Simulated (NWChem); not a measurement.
**CH4NOSi (SMILES [N]=CO[SiH3]) at 4 levels**

We compute a comparison of 4 runs (UHF/STO-3G, UHF/3-21G, UB3LYP/6-31G*) of CH4NOSi. Input form: an ASE script.

The results are computed with NWChem 7.3.0.

### Step 1. Starting point

CH4NOSi: 8 atoms, total charge 0, spin state doublet. As SMILES, `[N]=CO[SiH3]`. The coordinates come from a GFN2-xTB relaxation.

Bond lengths: N1–C2 1.224 Å, C2–O3 1.325 Å, O3–Si4 1.653 Å, C2–H5 1.111 Å, Si4–H6 1.456 Å, Si4–H7 1.459 Å, Si4–H8 1.459 Å. Angles: N1–C2–O3 132.6°, C2–O3–Si4 128.2°, N1–C2–H5 117.2°, O3–C2–H5 110.2°, O3–Si4–H6 96.8°, O3–Si4–H7 109.5°, O3–Si4–H8 109.5°, H6–Si4–H7 114.5°, H6–Si4–H8 114.4°, H7–Si4–H8 111.1°.

### Step 2. Energy and gradient at UHF/STO-3G (run 1)

run.py

```python
from ase import Atoms
from ase.calculators.nwchem import NWChem

mol = Atoms(['N', 'C', 'O', 'Si', 'H', 'H', 'H', 'H'], positions=[
    [1.604470, -0.291140, 1.358940],
    [1.433900, 0.256450, 0.277920],
    [0.372520, 0.385790, -0.504430],
    [-1.157440, -0.189330, -0.256180],
    [2.312580, 0.758700, -0.180860],
    [-1.738160, 0.331380, -1.485460],
    [-1.122820, -1.645320, -0.173600],
    [-1.705060, 0.393470, 0.963670],
])

calc = NWChem(
    label='geom',
    theory='scf',
    memory='2200 mb',
    basis='STO-3G',
    basispar='spherical bse',
    scf={'nopen': '1', 'uhf': None, 'thresh': '1e-08', 'maxiter': '80', 'print': 'low'},
)
mol.calc = calc

forces = mol.get_forces()
e = mol.get_potential_energy()
print(f"E = {e:.6f} eV")
print("forces (eV/A):")
for s, f in zip(mol.symbols, forces):
    print(f"{s:2s} {f[0]:10.5f} {f[1]:10.5f} {f[2]:10.5f}")
```

The run is started by

```console
$ export ASE_NWCHEM_COMMAND="nwchem PREFIX.nwi > PREFIX.nwo"
$ python run.py
```

The log of the run:

```text
E = -12323.412013 eV
forces (eV/A):
N     0.59542   -3.89291    7.36925
C     1.70757    3.90859   -6.21991
O    -0.92174    0.57150   -1.50770
Si   -0.84250   -0.30344    0.11909
H    -0.18728   -0.17401    0.22420
H    -0.27866   -0.63023    0.98118
H    -0.23798    0.96617   -0.09102
H     0.16522   -0.44568   -0.87505
```

The calculator wrote geom.nwi:

```
title "geom"

permanent_dir geom

scratch_dir geom

start geom

geometry units angstrom nocenter noautosym noautoz
  N  1.6044700000000001e+00 -2.9114000000000001e-01 1.3589400000000000e+00
  C  1.4339000000000000e+00 2.5645000000000001e-01 2.7792000000000000e-01
  O  3.7252000000000002e-01 3.8579000000000002e-01 -5.0443000000000005e-01
  Si -1.1574400000000000e+00 -1.8933000000000000e-01 -2.5618000000000002e-01
  H  2.3125800000000001e+00 7.5870000000000004e-01 -1.8085999999999999e-01
  H  -1.7381599999999999e+00 3.3138000000000001e-01 -1.4854600000000000e+00
  H  -1.1228199999999999e+00 -1.6453199999999999e+00 -1.7360000000000000e-01
  H  -1.7050600000000000e+00 3.9346999999999999e-01 9.6367000000000003e-01
end

memory 2200 mb

basis spherical bse noprint
   * library STO-3G
end

scf
  nopen 1
  uhf
  thresh 1e-08
  maxiter 80
  print low
end

task scf gradient
```

geom.nwo:

```text
Northwest Computational Chemistry Package (NWChem) 7.3.0
             --------------------------------------------------------

           Job information
           ---------------

    nwchem branch   = 7.3.0
    use scalapack   = T
    input           = geom.nwi
    prefix          = geom.
    data base       = geom/geom.db
    status          = startup
    nproc           =        1

           Memory information
           ------------------

    heap     =     72089598 doubles =      550.0 Mbytes
    stack    =     72089595 doubles =      550.0 Mbytes
    global   =    144179200 doubles =     1100.0 Mbytes (distinct from heap & stack)
    total    =    288358393 doubles =     2200.0 Mbytes
    verify   = yes
    hardfail = no

[... 39 lines left out ...]
            Nuclear Dipole moment (a.u.)
[... 71 lines left out ...]
       Final UHF  results
[... 2 lines left out ...]
         Total SCF energy =   -452.877042049114
      One electron energy =   -935.008075748177
      Two electron energy =    327.314584559260
 Nuclear repulsion energy =    154.816449139803
[... 1 line left out ...]
                       Sz =      0.5000
                 Sz(Sz+1) =      0.7500
                      S^2 =      0.9591

        Time for solution =      2.0s

                              NWChem Gradients Module
                              -----------------------

                         UHF ENERGY GRADIENTS

    atom               coordinates                        gradient
                 x          y          z           x          y          z
   1 N       3.032009  -0.550175   2.568024   -0.011579   0.075705  -0.143309
   2 C       2.709678   0.484620   0.525193   -0.033207  -0.076010   0.120958
   3 O       0.703961   0.729037  -0.953234    0.017925  -0.011114   0.029320
[... 4 lines of this table left out ...]
   8 H      -3.222096   0.743550   1.821072   -0.003213   0.008667   0.017017

 Task  times  cpu:        2.4s     wall:        2.4s
 Total times  cpu:        2.4s     wall:        2.4s
```

It took 3.6 s on 1 thread of Intel Xeon 6975P-C (Granite Rapids), shared host; peak memory 0.098 GiB.

### Step 3. Energy and forces at UHF/3-21G (run 2)

a.xyz

```xyz
8
CH4NOSi
N      1.604470    -0.291140     1.358940
C      1.433900     0.256450     0.277920
O      0.372520     0.385790    -0.504430
Si    -1.157440    -0.189330    -0.256180
H      2.312580     0.758700    -0.180860
H     -1.738160     0.331380    -1.485460
H     -1.122820    -1.645320    -0.173600
H     -1.705060     0.393470     0.963670
```

run.py

```python
from ase.io import read
from ase.calculators.nwchem import NWChem

molecule = read('a.xyz')

calc = NWChem(
    label='a',
    theory='scf',
    memory='2200 mb',
    basis='3-21G',
    basispar='spherical bse',
    scf={'nopen': '1', 'uhf': None, 'thresh': '1e-08', 'maxiter': '80', 'print': 'low'},
)
molecule.calc = calc

forces = molecule.get_forces()
print(f"energy = {molecule.get_potential_energy():.6f} eV")
print("forces (eV/A):")
for s, f in zip(molecule.symbols, forces):
    print(f"{s:2s} {f[0]:10.5f} {f[1]:10.5f} {f[2]:10.5f}")
```

The run is started by

```console
$ export ASE_NWCHEM_COMMAND="nwchem PREFIX.nwi > PREFIX.nwo"
$ python run.py
```

The log of the run:

```text
energy = -12406.454780 eV
forces (eV/A):
N    -0.38988   -1.52857    2.57203
C     3.06167    2.40095   -2.78404
O     0.50692    0.16764   -0.03723
Si   -1.10408   -0.07708   -0.42799
H    -0.70736   -0.46213    0.47879
H    -0.82990   -0.14527   -0.16836
H    -0.19021   -0.45282    0.02874
H    -0.34715    0.09739    0.33805
```

The calculator wrote a.nwi:

```
title "a"

permanent_dir a

scratch_dir a

start a

geometry units angstrom nocenter noautosym noautoz
  N  1.6044700000000001e+00 -2.9114000000000001e-01 1.3589400000000000e+00
  C  1.4339000000000000e+00 2.5645000000000001e-01 2.7792000000000000e-01
  O  3.7252000000000002e-01 3.8579000000000002e-01 -5.0443000000000005e-01
  Si -1.1574400000000000e+00 -1.8933000000000000e-01 -2.5618000000000002e-01
  H  2.3125800000000001e+00 7.5870000000000004e-01 -1.8085999999999999e-01
  H  -1.7381599999999999e+00 3.3138000000000001e-01 -1.4854600000000000e+00
  H  -1.1228199999999999e+00 -1.6453199999999999e+00 -1.7360000000000000e-01
  H  -1.7050600000000000e+00 3.9346999999999999e-01 9.6367000000000003e-01
end

memory 2200 mb

basis spherical bse noprint
   * library 3-21G
end

scf
  nopen 1
  uhf
  thresh 1e-08
  maxiter 80
  print low
end

task scf gradient
```

a.nwo:

```text
Northwest Computational Chemistry Package (NWChem) 7.3.0
             --------------------------------------------------------

           Job information
           ---------------

    nwchem branch   = 7.3.0
    use scalapack   = T
    input           = a.nwi
    prefix          = a.
    data base       = a/a.db
    status          = startup
    nproc           =        1

           Memory information
           ------------------

    heap     =     72089598 doubles =      550.0 Mbytes
    stack    =     72089595 doubles =      550.0 Mbytes
    global   =    144179200 doubles =     1100.0 Mbytes (distinct from heap & stack)
    total    =    288358393 doubles =     2200.0 Mbytes
    verify   = yes
    hardfail = no

[... 39 lines left out ...]
            Nuclear Dipole moment (a.u.)
[... 71 lines left out ...]
       Final UHF  results
[... 2 lines left out ...]
         Total SCF energy =   -455.928807470854
      One electron energy =   -935.820333956381
      Two electron energy =    325.075077345724
 Nuclear repulsion energy =    154.816449139803
[... 1 line left out ...]
                       Sz =      0.5000
                 Sz(Sz+1) =      0.7500
                      S^2 =      0.8635

        Time for solution =      2.7s

                              NWChem Gradients Module
                              -----------------------

                         UHF ENERGY GRADIENTS

    atom               coordinates                        gradient
                 x          y          z           x          y          z
   1 N       3.032009  -0.550175   2.568024    0.007582   0.029726  -0.050018
   2 C       2.709678   0.484620   0.525193   -0.059540  -0.046691   0.054141
   3 O       0.703961   0.729037  -0.953234   -0.009858  -0.003260   0.000724
[... 4 lines of this table left out ...]
   8 H      -3.222096   0.743550   1.821072    0.006751  -0.001894  -0.006574

 Task  times  cpu:        3.2s     wall:        3.2s
 Total times  cpu:        3.3s     wall:        3.3s
```

Run time: 4.2 s. Hardware: 1 thread of Intel Xeon 6975P-C (Granite Rapids), shared host; peak memory 0.099 GiB.

### Step 4. Energy and gradient at UB3LYP/6-31G(d) (spherical functions) (run 3)

ch4nosi.xyz

```xyz
8

N      1.604470    -0.291140     1.358940
C      1.433900     0.256450     0.277920
O      0.372520     0.385790    -0.504430
Si    -1.157440    -0.189330    -0.256180
H      2.312580     0.758700    -0.180860
H     -1.738160     0.331380    -1.485460
H     -1.122820    -1.645320    -0.173600
H     -1.705060     0.393470     0.963670
```

run.py

```python
from ase.io import read
from ase.calculators.nwchem import NWChem

mol = read('ch4nosi.xyz')

calc = NWChem(
    label='ch4nosi',
    theory='dft',
    memory='2200 mb',
    basis='6-31G*',
    basispar='spherical bse',
    dft={'xc': 'b3lyp', 'mult': '2', 'grid': 'xfine', 'convergence': 'energy 1e-08', 'iterations': '100', 'mulliken': None},
)
mol.calc = calc

forces = mol.get_forces()
print("Total energy (eV):", round(mol.get_potential_energy(), 6))
print("forces (eV/A):")
for s, f in zip(mol.symbols, forces):
    print(f"{s:2s} {f[0]:10.5f} {f[1]:10.5f} {f[2]:10.5f}")
```

The run is started by

```console
$ export ASE_NWCHEM_COMMAND="nwchem PREFIX.nwi > PREFIX.nwo"
$ python run.py
```

The log of the run:

```text
Total energy (eV): -12515.061356
forces (eV/A):
N    -0.07297   -1.41375    2.52755
C     1.47221    1.60966   -2.16883
O     0.27285    0.38998   -0.56179
Si   -0.37147   -0.07754   -0.04849
H    -0.11102   -0.11164    0.14938
H    -0.67198   -0.04124   -0.27372
H    -0.16604   -0.50183    0.00591
H    -0.35152    0.14635    0.37003
```

The calculator wrote ch4nosi.nwi:

```
title "ch4nosi"

permanent_dir ch4nosi

scratch_dir ch4nosi

start ch4nosi

geometry units angstrom nocenter noautosym noautoz
  N  1.6044700000000001e+00 -2.9114000000000001e-01 1.3589400000000000e+00
  C  1.4339000000000000e+00 2.5645000000000001e-01 2.7792000000000000e-01
  O  3.7252000000000002e-01 3.8579000000000002e-01 -5.0443000000000005e-01
  Si -1.1574400000000000e+00 -1.8933000000000000e-01 -2.5618000000000002e-01
  H  2.3125800000000001e+00 7.5870000000000004e-01 -1.8085999999999999e-01
  H  -1.7381599999999999e+00 3.3138000000000001e-01 -1.4854600000000000e+00
  H  -1.1228199999999999e+00 -1.6453199999999999e+00 -1.7360000000000000e-01
  H  -1.7050600000000000e+00 3.9346999999999999e-01 9.6367000000000003e-01
end

memory 2200 mb

basis spherical bse noprint
   * library 6-31G*
end

dft
  xc b3lyp
  mult 2
  grid xfine
  convergence energy 1e-08
  iterations 100
  mulliken
end

task dft gradient
```

ch4nosi.nwo:

```text
Northwest Computational Chemistry Package (NWChem) 7.3.0
             --------------------------------------------------------

           Job information
           ---------------

    nwchem branch   = 7.3.0
    use scalapack   = T
    input           = ch4nosi.nwi
    prefix          = ch4nosi.
    data base       = ch4nosi/ch4nosi.db
    status          = startup
    nproc           =        1

           Memory information
           ------------------

    heap     =     72089598 doubles =      550.0 Mbytes
    stack    =     72089595 doubles =      550.0 Mbytes
    global   =    144179200 doubles =     1100.0 Mbytes (distinct from heap & stack)
    total    =    288358393 doubles =     2200.0 Mbytes
    verify   = yes
    hardfail = no

[... 125 lines left out ...]
          Convergence on energy requested:  1.00D-08
[... 28 lines left out ...]
          Convergence Information
[... 30 lines left out ...]
 1-e energy   =    -937.432695
[... 57 lines left out ...]
      One electron energy =     -939.700749500615
[... 8 lines left out ...]
                    DFT Final Alpha Molecular Orbital Analysis
[... 1077 lines left out ...]
          Convergence on gradient requested:  5.00D-04
[... 29 lines left out ...]
          total energy or number of iterations.
[... 26 lines left out ...]
                         DFT ENERGY GRADIENTS

    atom               coordinates                        gradient
                 x          y          z           x          y          z
   1 N       3.032009  -0.550175   2.568024    0.001419   0.027493  -0.049153
   2 C       2.709678   0.484620   0.525193   -0.028630  -0.031303   0.042177
   3 O       0.703961   0.729037  -0.953234   -0.005306  -0.007584   0.010925
[... 4 lines of this table left out ...]
   8 H      -3.222096   0.743550   1.821072    0.006836  -0.002846  -0.007196

                 ----------------------------------------
                 |  Time  |  1-e(secs)   |  2-e(secs)   |
                 ----------------------------------------
                 |  CPU   |       0.00   |       3.18   |
                 ----------------------------------------
                 |  WALL  |       0.00   |       3.18   |
                 ----------------------------------------

 Task  times  cpu:       42.3s     wall:       42.3s
 Total times  cpu:       42.3s     wall:       42.3s
```

It took 43 s on 1 thread of Intel Xeon 6975P-C (Granite Rapids), shared host; peak memory 0.14 GiB.

### Step 5. Energy and forces at UB3LYP/6-31G(d) (Cartesian functions) (run 4)

struct.xyz

```xyz
8

N      1.604470    -0.291140     1.358940
C      1.433900     0.256450     0.277920
O      0.372520     0.385790    -0.504430
Si    -1.157440    -0.189330    -0.256180
H      2.312580     0.758700    -0.180860
H     -1.738160     0.331380    -1.485460
H     -1.122820    -1.645320    -0.173600
H     -1.705060     0.393470     0.963670
```

run.py

```python
from ase.io import read
from ase.calculators.nwchem import NWChem

atoms = read('struct.xyz')

calc = NWChem(
    label='struct',
    theory='dft',
    memory='2200 mb',
    basis='6-31G*',
    dft={'xc': 'b3lyp', 'mult': '2', 'grid': 'xfine', 'convergence': 'energy 1e-08', 'iterations': '100', 'mulliken': None},
)
atoms.calc = calc

forces = atoms.get_forces()
print(f"energy = {atoms.get_potential_energy():.6f} eV")
print("forces (eV/A):")
for s, f in zip(atoms.symbols, forces):
    print(f"{s:2s} {f[0]:10.5f} {f[1]:10.5f} {f[2]:10.5f}")
```

The run is started by

```console
$ export ASE_NWCHEM_COMMAND="nwchem PREFIX.nwi > PREFIX.nwo"
$ python run.py
```

The log of the run:

```text
energy = -12515.207982 eV
forces (eV/A):
N    -0.07271   -1.40403    2.51007
C     1.47545    1.59815   -2.14631
O     0.25814    0.38592   -0.56215
Si   -0.36098   -0.07374   -0.04993
H    -0.11246   -0.11123    0.14794
H    -0.67070   -0.04150   -0.27254
H    -0.16609   -0.49905    0.00540
H    -0.35054    0.14547    0.36751
```

The calculator wrote struct.nwi:

```
title "struct"

permanent_dir struct

scratch_dir struct

start struct

geometry units angstrom nocenter noautosym noautoz
  N  1.6044700000000001e+00 -2.9114000000000001e-01 1.3589400000000000e+00
  C  1.4339000000000000e+00 2.5645000000000001e-01 2.7792000000000000e-01
  O  3.7252000000000002e-01 3.8579000000000002e-01 -5.0443000000000005e-01
  Si -1.1574400000000000e+00 -1.8933000000000000e-01 -2.5618000000000002e-01
  H  2.3125800000000001e+00 7.5870000000000004e-01 -1.8085999999999999e-01
  H  -1.7381599999999999e+00 3.3138000000000001e-01 -1.4854600000000000e+00
  H  -1.1228199999999999e+00 -1.6453199999999999e+00 -1.7360000000000000e-01
  H  -1.7050600000000000e+00 3.9346999999999999e-01 9.6367000000000003e-01
end

memory 2200 mb

basis noprint
   * library 6-31G*
end

dft
  xc b3lyp
  mult 2
  grid xfine
  convergence energy 1e-08
  iterations 100
  mulliken
end

task dft gradient
```

struct.nwo:

```text
Northwest Computational Chemistry Package (NWChem) 7.3.0
             --------------------------------------------------------

           Job information
           ---------------

    nwchem branch   = 7.3.0
    use scalapack   = T
    input           = struct.nwi
    prefix          = struct.
    data base       = struct/struct.db
    status          = startup
    nproc           =        1

           Memory information
           ------------------

    heap     =     72089598 doubles =      550.0 Mbytes
    stack    =     72089595 doubles =      550.0 Mbytes
    global   =    144179200 doubles =     1100.0 Mbytes (distinct from heap & stack)
    total    =    288358393 doubles =     2200.0 Mbytes
    verify   = yes
    hardfail = no

[... 125 lines left out ...]
          Convergence on energy requested:  1.00D-08
[... 28 lines left out ...]
          Convergence Information
[... 30 lines left out ...]
 1-e energy   =    -937.432696
[... 57 lines left out ...]
      One electron energy =     -939.638249427379
[... 8 lines left out ...]
                    DFT Final Alpha Molecular Orbital Analysis
[... 1136 lines left out ...]
          Convergence on gradient requested:  5.00D-04
[... 29 lines left out ...]
          total energy or number of iterations.
[... 26 lines left out ...]
                         DFT ENERGY GRADIENTS

    atom               coordinates                        gradient
                 x          y          z           x          y          z
   1 N       3.032009  -0.550175   2.568024    0.001414   0.027304  -0.048813
   2 C       2.709678   0.484620   0.525193   -0.028693  -0.031079   0.041739
   3 O       0.703961   0.729037  -0.953234   -0.005020  -0.007505   0.010932
[... 4 lines of this table left out ...]
   8 H      -3.222096   0.743550   1.821072    0.006817  -0.002829  -0.007147

                 ----------------------------------------
                 |  Time  |  1-e(secs)   |  2-e(secs)   |
                 ----------------------------------------
                 |  CPU   |       0.00   |       3.15   |
                 ----------------------------------------
                 |  WALL  |       0.00   |       3.15   |
                 ----------------------------------------

 Task  times  cpu:       45.6s     wall:       45.6s
 Total times  cpu:       45.6s     wall:       45.6s
```

It took 47 s on 1 thread of Intel Xeon 6975P-C (Granite Rapids), shared host; peak memory 0.14 GiB.

### Step 6. All runs side by side

| run | level | iteration cap | module | energy (Eh) | ⟨S²⟩ | largest force (eV/Å) | wall time |
| --- | --- | --- | --- | --- | --- | --- | --- |
| 1 | UHF/STO-3G | 80 | scf | -452.877042 | 0.959 | 8.356 | 3.6 s |
| 2 | UHF/3-21G | 80 | scf | -455.928807 | 0.864 | 4.784 | 4.2 s |
| 3 | UB3LYP/6-31G* (spherical functions) | 100 | dft | -459.920026 | 0.756 | 3.076 | 43 s |
| 4 | UB3LYP/6-31G* (Cartesian functions) | 100 | dft | -459.925414 | 0.756 | 3.056 | 47 s |

### Step 7. Summary of results

```
                                 quantity          value
                      run 4: total energy  -459.92541 Eh
                     run 4: dipole moment         2.09 D
run 4: HOMO energy (highest over α and β)       -7.71 eV
 run 4: LUMO energy (lowest over α and β)       -3.11 eV
                              run 4: ⟨S²⟩          0.756
          run 4: largest force on an atom     3.056 eV/Å
```

In words: In run 1 the basis is minimal, so the values are rough. Spin contamination of the reference: run 1 ⟨S²⟩ = 0.96, run 2 ⟨S²⟩ = 0.86. All runs together took 98 s, the longest 47 s.
